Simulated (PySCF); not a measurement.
# C2H6Cl2Si (Dimethyldichlorosilane): the cost of one run

Programs: PySCF 2.14.0, with density-fitted response routines of our own. Each step states its level of theory. These are calculated values for one molecule in the gas phase, unless marked as measured. Atoms count from 0, in the outputs and in this text.

## Step 1: The starting structure

11 atoms, charge 0, multiplicity 1; geometry from: GFN2-xTB. The atoms were then displaced at random by about 0.03 Å, so the start is not that level's minimum.

Bonds of the start (Å): C0–Si1 2.00, Si1–C2 1.93, Si1–Cl3 2.08, Si1–Cl4 2.05, C0–H5 1.05, C0–H6 1.10, C0–H7 1.02, C2–H8 1.07, C2–H9 1.04, C2–H10 1.14.

## Step 2: Relaxing the molecule at PBE0-D3(BJ)/def2-SVP

The job: settings as JSON, then the geometry in Å.

```
{"job": {"xc": "PBE0", "basis": "def2-SVP", "d3": "d3bj", "grid": 1, "shake": 0.03, "kind": "geom"}, "charge": 0, "multiplicity": 1}
C      1.546020    -0.638120    -0.353770
Si     0.025810     0.644170    -0.147570
C     -1.588300    -0.199230     0.485670
Cl     0.703260     2.115910     1.157570
Cl    -0.391010     1.514250    -1.957450
H      1.204860    -1.356320    -1.045960
H      2.389220    -0.073780    -0.779040
H      1.822880    -0.986520     0.566790
H     -2.350350     0.532930     0.670360
H     -1.866800    -0.985050    -0.130450
H     -1.386690    -0.648400     1.512820
```

The run is started by

```
$ OMP_NUM_THREADS=1 python probes_run.py task.json out
```

One launch serves the whole session: the jobs run in the order shown.

Q: Estimate the wall time and peak memory of this first job on 1 thread of Intel Xeon Platinum 8259CL at 2.50GHz, shared host.

About 49 s, with a peak of 0.45 GiB.
